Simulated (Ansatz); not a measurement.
# ClF₂HNV: a ladder of functionals and wavefunction methods

The task here is to estimate one member of a computed series from the others.

Program: Ansatz 0.2.0, Gaussian basis. Level of theory: functionals in def2-TZVPP, the program's frozen cores in correlated methods. These are calculated values, not measurements.

The runs, in order: LDA (SPW92), PBE-D4, revPBE-D4, BLYP-D4, r2SCAN-D4, B97M-V, PBE0-D4, B3LYP-D4, r2SCANh-D4, r2SCAN0-D4, HSE06-D4, BHLYP-D4, CAM-B3LYP-D4, LC-ωPBE, ωB97X-V, ωB97M-V, B2PLYP, PBE-QIDH; CCSD(T)/def2-SVP; CCSD(T)/def2-TZVPP; MP2/def2-QZVPP; extrapolation to the limit; RPA on PBE.

### The relaxed structure

All runs share one geometry, relaxed beforehand with PBE0-D4 in a triple-zeta def2 set.

6 atoms, charge 0, spin multiplicity 1.

Atoms are counted from 1 here; the program's logs count them from 0.

Bond lengths: N1–V2 1.590 Å, N1–H6 1.012 Å, V2–F3 1.722 Å, V2–F4 1.722 Å, V2–Cl5 2.144 Å. Angles: V2–N1–H6 179.6°, N1–V2–F3 108.3°, N1–V2–F4 108.3°, N1–V2–Cl5 107.1°, F3–V2–F4 111.2°, F3–V2–Cl5 110.9°, F4–V2–Cl5 110.9°.

Set-up of the first run:

The input, in.yaml:

```yaml
crystal:
  periodic: [false, false, false]
  atoms:
    - {symbol: N, position_ang: [-0.811448, 0.382401, 0.744652]}
    - {symbol: V, position_ang: [0.294901, -0.231664, -0.217825]}
    - {symbol: F, position_ang: [1.697575, -0.576274, 0.719726]}
    - {symbol: F, position_ang: [-0.342956, -1.662459, -0.932813]}
    - {symbol: Cl, position_ang: [0.720266, 1.244937, -1.713644]}
    - {symbol: H, position_ang: [-1.516238, 0.779058, 1.353803]}
basis:
  gaussian: {orbitals: def2-TZVPP}
hamiltonian: {xc: lda}
output: {orbitals: {seedname: orbitals}}
```

Among the steps run: LDA; PBE-D4 (GGA); revPBE-D4 (GGA); BLYP-D4 (GGA); r2SCAN-D4 (meta-GGA); B97M-V (meta-GGA); PBE0-D4 (hybrid); B3LYP-D4 (hybrid); r2SCANh-D4 (hybrid); r2SCAN0-D4 (hybrid); HSE06-D4 (hybrid); BHLYP-D4 (hybrid); CAM-B3LYP-D4 (range-separated); LC-ωPBE-D4 (range-separated; the results give it without D4); ωB97X-V (range-separated); ωB97M-V (range-separated); B2PLYP (double hybrid); PBE-QIDH (double hybrid).

One of the session's tables, all rows but one given; the rest of the session is left out.

It belongs to the step «Frontier levels by functional». 

```
  functional  HOMO (eV)  LUMO (eV)  gap (eV)
 LDA (SPW92)      -7.87      -4.62      3.25
      PBE-D4      -7.67      -4.35      3.32
   revPBE-D4      -7.60      -4.26      3.34
     BLYP-D4      -7.54      -4.28      3.26
   r2SCAN-D4      -8.02      -4.41      3.61
      B97M-V      -8.08      -4.43      3.65
     PBE0-D4      -9.11      -3.51      5.60
    B3LYP-D4      -8.86      -3.79      5.07
  r2SCANh-D4      -8.55      -4.07      4.49
  r2SCAN0-D4      -9.35      -3.53      5.82
    HSE06-D4      -8.71      -3.90      4.81
    BHLYP-D4          ?          ?         ?
CAM-B3LYP-D4     -10.48      -2.42      8.06
     LC-ωPBE     -11.85      -1.24     10.60
     ωB97X-V     -11.47      -1.27     10.20
     ωB97M-V     -11.35      -1.25     10.10
```

Estimate the missing values for BHLYP-D4.

Worked estimate for «HOMO (eV)». Against the share of exact exchange, BLYP-D4 (0, -7.54), B3LYP-D4 (0.2, -8.86) give a slope of -6.60 per unit share; at 0.5 the line stands at -10.84.

**Answer.** HOMO (eV): -10.40; LUMO (eV): -2.49; gap (eV): 7.91. In «HOMO (eV)» the line misses by -0.44.
